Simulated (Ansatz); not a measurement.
This script for Ansatz's Python interface starts 4 runs on SnO, space group P4/nmm. What input does the engine get in each?

The script, `sno.py`:
```python
# -*- coding: utf-8 -*-
"""k-point test for SnO."""

import csv

import ansatz as az


def main():
    lattice = az.Lattice.of(
        [3.7986, 0.0, 0.0],
        [0.0, 3.7986, 0.0],
        [0.0, 0.0, 4.8408],
    )
    sites = [
        ("Sn", [0.5, 0.0, 0.2369]),
        ("Sn", [0.0, 0.5, 0.7631]),
        ("O", [0.0, 0.0, 0.0]),
        ("O", [0.5, 0.5, 0.0]),
    ]
    xtal = az.Crystal(lattice=lattice)
    for symbol, position in sites:
        xtal = xtal.atom(symbol, position)

    calc = (
        xtal.calculation()
        .functional(az.Functional.PBE)
        .occupations("fixed")
    )

    rows = []
    for value in [1.0, 0.6, 0.4, 0.3]:
        report = calc.kpoints(spacing=value).run(threads=1, pin="off").report
        rows.append((value, report["free_energy_ev"] / len(report["lattice"]["sites"]), report["n_iterations"], report["n_kpoints"]))

    with open("kconv.csv", "w", newline="") as handle:
        writer = csv.writer(handle)
        writer.writerow(["spacing (1/A)", "F/atom (eV)", "iterations", "k-points"])
        writer.writerows([round(v, 5) if isinstance(v, float) else v for v in row] for row in rows)

    # the last row is the reference
    for row in rows[:-1]:
        shift = 1000 * (row[1] - rows[-1][1])
        print(f"{row[0]}: {shift:+.2f} meV/atom" + ("  (within 5 meV)" if abs(shift) < 5 else ""))


if __name__ == "__main__":
    main()
```

Run 1:
```yaml
crystal:
  lattice:
    - [3.7986, 0.0, 0.0]
    - [0.0, 3.7986, 0.0]
    - [0.0, 0.0, 4.8408]
  atoms:
    - { symbol: Sn, position: [0.5, 0.0, 0.2369] }
    - { symbol: Sn, position: [0.0, 0.5, 0.7631] }
    - { symbol: O, position: [0.0, 0.0, 0.0] }
    - { symbol: O, position: [0.5, 0.5, 0.0] }
kpoints:
  mp_grid:
    kspacing: 1.0
hamiltonian:
  xc: pbe
scf:
  occupations:
    method: fixed
```

Run 2, against run 1:
```diff
-    kspacing: 1.0
+    kspacing: 0.6
```

Run 3, against run 1:
```diff
-    kspacing: 1.0
+    kspacing: 0.4
```

Run 4, against run 1:
```diff
-    kspacing: 1.0
+    kspacing: 0.3
```

```console
$ python sno.py
DeckWarning: basis.ecutwfc = 420 eV, auto-derived from the records' recommended cutoffs: set by Sn (normal level)
1.0: -22.76 meV/atom
0.6: -4.58 meV/atom  (within 5 meV)
0.4: +0.50 meV/atom  (within 5 meV)
```
(Warnings from the package without file and line.)

From a spacing of 0.6 (3×3×3) on it stays within 5 meV an atom of the value at a spacing of 0.3 (6×6×5); the first row (a spacing of 1.0 (2×2×2)) is off by 22.8 meV and the last but one by 0.50 meV. It goes up and down, since the sum over k-points isn't variational.

Caveats:
- The starting cell is as deposited in a crystallographic database; the results hold for this polymorph, which needn't be the stable one.
- Shifts are counted from the finest mesh, which is itself no proven limit.
- Timing: 5.6 s on 1 thread of Arm Neoverse V1 (shared host), peak memory 0.37 GiB.
